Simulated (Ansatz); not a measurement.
# ClH3NOSi radical: one species, many methods

The task here is to estimate one member of a computed series from the others.

Program: Ansatz 0.2.0, Gaussian basis. Level of theory: functionals in def2-TZVPP, the program's frozen cores in correlated methods. These are calculated values, not measurements.

Plan: PBE-D4, r2SCAN-D4, PBE0-D4, B3LYP-D4, ωB97X-V, ωB97M-V, B2PLYP; CCSD(T)/def2-TZVPP; CCSD(T)/def2-QZVPP; extrapolation to the limit.

## Structure used throughout

An earlier PBE0-D4 in a triple-zeta def2 set relaxation fixed the geometry.

SMILES `N[Si](O)Cl`, 7 atoms, charge 0, spin multiplicity 2.

Atoms are counted from 1 here; the program's logs count them from 0.

Bond lengths: N1–Si2 1.715 Å, N1–H5 1.009 Å, N1–H6 1.009 Å, Si2–O3 1.637 Å, Si2–Cl4 2.072 Å, O3–H7 0.962 Å. Angles: Si2–N1–H5 118.9°, Si2–N1–H6 118.8°, H5–N1–H6 111.3°, N1–Si2–O3 109.5°, N1–Si2–Cl4 104.7°, O3–Si2–Cl4 112.6°, Si2–O3–H7 116.9°.

As a file:

```xyz
7
charge 0, multiplicity 2
N    -0.7246    0.6022    0.5682
Si   -0.1695   -0.6669   -0.4430
O     1.2685   -1.2174    0.1128
Cl   -0.0234    0.1859   -2.3257
H    -1.4243    1.2367    0.2137
H    -0.8622    0.4163    1.5506
H     1.9355   -0.5569    0.3233
```

Set-up of the first run:

in.yaml reads:

```yaml
crystal:
  periodic: [false, false, false]
  atoms:
    - {symbol: N, position_ang: [-0.724561, 0.602223, 0.568219]}
    - {symbol: Si, position_ang: [-0.169466, -0.666874, -0.442975]}
    - {symbol: O, position_ang: [1.268452, -1.217406, 0.112805]}
    - {symbol: Cl, position_ang: [-0.023448, 0.185860, -2.325691]}
    - {symbol: H, position_ang: [-1.424290, 1.236747, 0.213747]}
    - {symbol: H, position_ang: [-0.862210, 0.416304, 1.550627]}
    - {symbol: H, position_ang: [1.935533, -0.556855, 0.323267]}
basis:
  gaussian: {orbitals: def2-TZVPP}
magnetization: {spin_polarized: true, initial_magnetization: 1}
hamiltonian: {xc: pbe, dispersion: d4}
output: {forces: true, orbitals: {seedname: orbitals}}
```

Started as:

```sh
$ ansatz run in.yaml --threads 2 --pin off --events-out ev --progress --plain --max-ram 22528MiB --backend cpu
```

Steps of the session up to this table: PBE-D4 (GGA); r2SCAN-D4 (meta-GGA); PBE0-D4 (hybrid); B3LYP-D4 (hybrid); ωB97X-V (range-separated); ωB97M-V (range-separated); B2PLYP (double hybrid); CCSD(T) in def2-TZVPP; CCSD(T) in def2-QZVPP.

One table of the session follows, with a row left open; its other results are not shown here.

```
            method  atomisation energy (eV)
            PBE-D4                   25.851
         r2SCAN-D4                   25.410
           PBE0-D4                        ?
          B3LYP-D4                   25.227
           ωB97X-V                   25.367
           ωB97M-V                   25.375
            B2PLYP                   24.945
     HF/def2-TZVPP                   17.289
    MP2/def2-TZVPP                   25.107
   CCSD/def2-TZVPP                   23.890
CCSD(T)/def2-TZVPP                   24.349
           MP2/CBS                   26.091
       CCSD(T)/CBS                   25.373
```

**Question.** Estimate the row for PBE0-D4.

The run gave: atomisation energy (eV): 25.177. In the column «atomisation energy (eV)» it lies between MP2/def2-TZVPP (25.107) and B3LYP-D4 (25.227).
